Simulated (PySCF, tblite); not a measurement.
# C₆H₁₅NSi₂: geometry, infrared bands and NMR shifts

Aim: predict the infrared bands and NMR shifts of C₆H₁₅NSi₂ (`C1CC(N2[SiH2]CC[SiH2]2)C1`).

The runs use tblite 0.8.0 and PySCF 2.14.0, with density-fitted response routines of our own; the level of theory stands in each step. All values are computed, except where a source is named. Atoms count from 0, in the outputs and in this text.

**1. Starting geometry**

24 atoms, charge 0, multiplicity 1; geometry from: force field or distance geometry start.

Bonds of the start (Å): C0–C1 1.53, C1–C2 1.55, C2–N3 1.46, N3–Si4 1.73, Si4–C5 1.88, C5–C6 1.53, C6–Si7 1.88, C2–C8 1.56, C8–C0 1.54, Si7–N3 1.75, C0–H9 1.10, C0–H10 1.10, C1–H11 1.10, C1–H12 1.10, C2–H13 1.10, Si4–H14 1.48, Si4–H15 1.48, C5–H16 1.09, C5–H17 1.09, C6–H18 1.10, C6–H19 1.10, Si7–H20 1.48, Si7–H21 1.48, C8–H22 1.08, C8–H23 1.09.

**2. Geometry optimisation with GFN2-xTB**

The job: settings as JSON, then the geometry in Å.

```
{"job": {"kind": "relax", "xc": "GFN2-xTB", "basis": "xTB"}, "charge": 0, "multiplicity": 1}
C     -3.226700    -0.122900     0.296000
C     -2.053400    -0.426600     1.224500
C     -1.197700     0.523200     0.346000
N      0.136300    -0.015900     0.090400
Si     1.124700     0.481200    -1.233300
C      2.929200     0.238100    -0.760900
C      2.928600    -0.636500     0.492100
Si     1.311300    -0.240200     1.369200
C     -2.179600     0.136500    -0.803200
H     -3.930700    -0.946900     0.116200
H     -3.810000     0.768000     0.582500
H     -2.186000    -0.122800     2.275700
H     -1.767100    -1.488900     1.224800
H     -1.249200     1.581700     0.638800
H      0.763600    -0.349700    -2.402700
H      0.843700     1.913100    -1.500700
H      3.525700    -0.213100    -1.556400
H      3.375600     1.211300    -0.533000
H      3.803900    -0.446100     1.128600
H      2.944100    -1.698400     0.222200
H      1.407100     1.041200     2.109500
H      0.864600    -1.340500     2.256100
H     -1.928400    -0.758300    -1.358300
H     -2.441300     0.932400    -1.507900
```

Started as:

```
$ OMP_NUM_THREADS=1 python probes_run.py task.json out
```

The driver reads the jobs from task.json and runs them one after another.

**Question.** This job is followed by: GFN2-xTB harmonic vibrations, gas phase; GIAO PBE0/pcSseg-1 NMR shielding, non-relativistic, gas phase. What will the session give for the following? strongest single infrared mode (GFN2-xTB); zero-point energy (GFN2-xTB); 13C shifts against TMS (PBE0/pcSseg-1, means over atoms taken as alike); 1H shifts against TMS (PBE0/pcSseg-1, means over atoms taken as alike); 15N shifts against NH3 (PBE0/pcSseg-1); 29Si shifts against TMS (PBE0/pcSseg-1, means over atoms taken as alike); surface potential, 1st and 99th percentile.

As calculated:

| quantity | value |
| --- | --- |
| strongest single infrared mode (GFN2-xTB) | 2185 cm⁻¹, 860 km/mol |
| zero-point energy (GFN2-xTB) | 121.8 kcal/mol |
| 13C shifts against TMS (PBE0/pcSseg-1, means over atoms taken as alike) | 50.5, 31.3, 13.9, 7.7 ppm |
| 1H shifts against TMS (PBE0/pcSseg-1, means over atoms taken as alike) | 4.83, 4.00, 2.22, 2.16, 1.84, 1.82, 1.13 ppm |
| 15N shifts against NH3 (PBE0/pcSseg-1) | 46.0 ppm |
| 29Si shifts against TMS (PBE0/pcSseg-1, means over atoms taken as alike) | -27.1 ppm |
| surface potential, 1st and 99th percentile | -0.38 V and 0.84 V |

What this shows: The optimisation took 68 steps and gained 0.576 eV; among the close pairs (by a distance rule), C2–N3 changed most, from 1.461 to 1.435 Å. The lowest mode is imaginary (23i cm⁻¹), so the xTB geometry is not a minimum. The strongest single mode, at 2185 cm⁻¹, moves mainly H14 and H20. GFN2-xTB is a fitted tight-binding method: band positions and strengths are rough. Its intensities can rank the bands wrongly. C2 (sp3 CH bonded to N) lies farthest downfield among carbon, at 50.5 ppm; pulled downfield by the heteroatom. At PBE0/pcSseg-1: Shielding is most anisotropic at Si4, Si7 (span 102 ppm, paramagnetic term -506 ppm).
